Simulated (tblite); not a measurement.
# C6H13FGe: the cost of one run

Computed with tblite 0.8.0 and PySCF 2.14.0, with density-fitted response routines of our own, on a single molecule, in the gas phase or a continuum. Atoms are numbered from 0 throughout.

## (1) The starting structure

21 atoms, charge 0, multiplicity 1; geometry from: force field or distance geometry start.

Bonds of the start (Å): C0–C1 1.50, C1–C2 1.50, C1–C3 1.47, C3–C4 1.44, C4–C5 1.46, C5–F6 1.38, C5–Ge7 1.93, Ge7–C1 1.94, C0–H8 1.12, C0–H9 1.13, C0–H10 1.12, C2–H11 1.10, C2–H12 1.13, C2–H13 1.11, C3–H14 1.12, C3–H15 1.10, C4–H16 1.13, C4–H17 1.12, C5–H18 1.12, Ge7–H19 1.54, Ge7–H20 1.55.

## (2) Optimising the geometry with GFN2-xTB

What the job is given:

```
{"job": {"kind": "relax", "xc": "GFN2-xTB", "basis": "xTB"}, "charge": 0, "multiplicity": 1}
C     -1.347800    -0.421900     1.349900
C     -0.691400     0.048800     0.086300
C     -1.723500     0.754900    -0.737200
C      0.011700    -0.965900    -0.703300
C      1.450100    -0.996300    -0.631600
C      2.123400     0.140500    -0.006500
F      3.032100     0.782200    -0.823000
Ge     0.700200     1.325300     0.546100
H     -0.620200    -0.840600     2.087700
H     -1.862400     0.472400     1.806000
H     -2.161500    -1.150100     1.105100
H     -1.312800     0.926400    -1.740900
H     -2.600900     0.050600    -0.801300
H     -1.993700     1.688200    -0.205600
H     -0.389100    -1.968300    -0.389100
H     -0.317600    -0.862800    -1.749100
H      1.852600    -1.074500    -1.680600
H      1.801100    -1.939300    -0.138900
H      2.693400    -0.198000     0.896000
H      0.618600     2.588400    -0.328500
H      0.728800     1.657000     2.058100
```

Started as:

```bash
OMP_NUM_THREADS=1 python probes_run.py task.json out
```

The driver reads the jobs from task.json and runs them one after another.

Q: Estimate the wall time and peak memory of this first job on 1 thread of Arm Neoverse N1, shared host.

About 1.5 s, with a peak of 0.18 GiB.
